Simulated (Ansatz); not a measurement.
## Hf, space group Im-3m: a relaxation driven by ASE

Computed with the Python package of Ansatz (0.2.0).

Script `run_ase_relax.py`:
```python
import warnings

import ansatz as az
from ase import Atoms
from ase.calculators.calculator import Calculator, all_changes
from ase.filters import FrechetCellFilter
from ase.optimize import FIRE
from ase.units import GPa
import numpy as np

KGRID = (8, 8, 8)
XC = "pbesol"
SMEARING_WIDTH = 0.05


class AnsatzEngine(Calculator):
    implemented_properties = ["energy", "free_energy", "forces", "stress"]

    def calculate(self, atoms=None, properties=("energy",), system_changes=all_changes):
        super().calculate(atoms, properties, system_changes)
        bare = self.atoms.copy()
        bare.set_constraint()
        bare.set_momenta(None)
        job = (
            az.Crystal.from_ase(bare).calculation()
            .kpoints(*KGRID)
            .functional(XC)
            .occupations(az.OccupationsMethod.GAUSSIAN, width=SMEARING_WIDTH)
            .forces()
            .stress()
        )
        report = job.run().report
        self.results["energy"] = self.results["free_energy"] = report["lagrangian_ev"]
        self.results["forces"] = np.array(report["forces_ev_ang"])
        s = -np.array(report["stress_gpa"]) * GPa  # ASE counts tension as positive
        self.results["stress"] = s[[0, 1, 2, 1, 0, 0], [0, 1, 2, 2, 2, 1]]


def main() -> None:
    warnings.simplefilter("ignore")
    atoms = Atoms(
        ["Hf"],
        cell=[(-1.805, 1.805, 1.805), (1.805, -1.805, 1.805), (1.805, 1.805, -1.805)],
        scaled_positions=[
            (0.0, 0.0, 0.0),
        ],
        pbc=True,
    )
    atoms.calc = AnsatzEngine()
    before = atoms.get_potential_energy(), atoms.get_volume()
    target = FrechetCellFilter(atoms)
    optimiser = FIRE(target, logfile=None)


    def tell():
        fmax = np.linalg.norm(target.get_forces(), axis=1).max()
        print(f"step {optimiser.nsteps:2d}  E = {atoms.get_potential_energy():.5f} eV  fmax = {fmax:.4f}  V = {atoms.get_volume():.3f} A^3")


    optimiser.attach(tell)
    met = optimiser.run(fmax=0.03, steps=20)
    print("threshold met:", bool(met), " energy gained:", round(before[0] - atoms.get_potential_energy(), 5), "eV")
    print("cell lengths and angles:", np.round(atoms.cell.cellpar(), 3))
    print(np.round(atoms.get_scaled_positions(), 4))


if __name__ == "__main__":
    main()
```

```console
$ python run_ase_relax.py
step  0  E = -15597.79674 eV  fmax = 1.3767  V = 23.523 A^3
step  1  E = -15597.84232 eV  fmax = 0.8270  V = 22.571 A^3
step  2  E = -15597.86568 eV  fmax = 0.1377  V = 21.127 A^3
step  3  E = -15597.86581 eV  fmax = 0.1224  V = 21.149 A^3
step  4  E = -15597.86601 eV  fmax = 0.0934  V = 21.190 A^3
step  5  E = -15597.86621 eV  fmax = 0.0537  V = 21.247 A^3
step  6  E = -15597.86631 eV  fmax = 0.0079  V = 21.312 A^3
threshold met: True  energy gained: 0.06957 eV
cell lengths and angles: [  3.025   3.025   3.025 109.471 109.471 109.471]
[[0. 0. 0.]]
```

Notes:
- Absolute energies stand on the zero of these potentials, so only differences at equal settings mean something. A total without «per atom» is that of the cell as typed.
- The calculator gives ASE the free energy under both names; ASE's own meaning of energy is the limit of zero smearing.
- The mesh is modest for a metal, so energies can be off by several to tens of meV an atom and pressures by half a GPa or more; differences at equal mesh fare better.
- Spin-orbit coupling, which matters for elements this heavy, is left out.
- At these settings the cell as given stands under about -9 GPa, so it isn't at this functional's equilibrium volume.
- This isn't the structure that Hf takes at ambient conditions.
- It ran for 6 s on 1 thread of Arm Neoverse V2, on a shared host, peak memory 0.39 GiB.
